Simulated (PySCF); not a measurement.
# A diatomic session: TeS

The task here is to estimate one member of a computed series from the others.

Computed with PySCF 2.14.0. Level: Te cc-pVDZ-PP with ECP28, S cc-pV(D+d)Z, scalar-relativistic core potentials.

Set-up of the first run:

A driver script around PySCF takes these settings:

```
atoms                         : Te, S
charge                        : 0
basis                         : Te cc-pVDZ-PP with ECP28, S cc-pV(D+d)Z
Hamiltonian                   : scalar-relativistic core potentials
basis functions               : 46
electrons treated             : 40
masses in u                   : 129.9062, 31.9721
levels                        : PBE0, PBE, r²SCAN, LDA, M06, B97-3, LC-ωPBE, HF, MP2, SCS-MP2, CCSD, CCSD(T)
grid                          : 80 radial by 434 angular points
occupations                   : held fixed by the projection of orbital angular momentum
dissociation limit            : Te + S, each in its ground configuration
starting distance in angstrom : 2.305
values of 2S to try           : 0, 2, 4
```

Among the steps run: Set-up; PBE0 along the bond; Higher solutions at PBE0; PBE; r²SCAN (meta-GGA); LDA (local density); M06 (hybrid meta-GGA); B97-3; LC-ωPBE; UHF; MP2 and coupled cluster.

One table of the session follows, with a row left open; its other results are not shown here.

It belongs to the step «The curves together». Energy (eV) from each level's lowest point:

| R (Å) | UHF | UHF-MP2 | UHF-SCS-MP2 | UHF-CCSD | UHF-CCSD(T) |
| --- | --- | --- | --- | --- | --- |
| 1.930 | 1.575 | 1.909 | 1.867 | n/a | n/a |
| 2.020 | 0.623 | 0.880 | 0.846 | 0.850 | 0.907 |
| 2.109 | ? | ? | ? | ? | ? |
| 2.177 | 0.000 | 0.086 | 0.074 | 0.073 | 0.092 |
| 2.244 | 0.000 | 0.000 | 0.000 | 0.000 | 0.000 |
| 2.311 | 0.105 | 0.012 | 0.026 | 0.029 | 0.008 |
| 2.401 | 0.365 | 0.135 | 0.169 | 0.181 | 0.130 |
| 2.513 | 0.812 | 0.445 | 0.492 | 0.488 | 0.395 |
| 2.648 | 1.458 | 0.767 | 0.893 | 0.953 | 0.809 |
| 2.827 | 2.375 | 1.254 | 1.452 | n/a | n/a |

**Question.** Estimate the row for R (Å) = 2.109.

Worked estimate for «UHF». A straight line through the neighbours (2.020, 0.623) and (2.177, 0.000) gives 0.623 + (0.000 − 0.623) × (2.109 − 2.020) / (2.177 − 2.020) = 0.270; a parabola fitted to 4 rows on both sides gives 0.122.

As computed: UHF: 0.140; UHF-MP2: 0.304; UHF-SCS-MP2: 0.282; UHF-CCSD: 0.282; UHF-CCSD(T): 0.319. In «UHF» the line misses by +0.130 and the parabola by -0.018.

State 3 has its PBE0 minimum 0.95 eV higher. State 4 has its PBE0 minimum 2.83 eV higher. The other levels ran on the lowest alone.
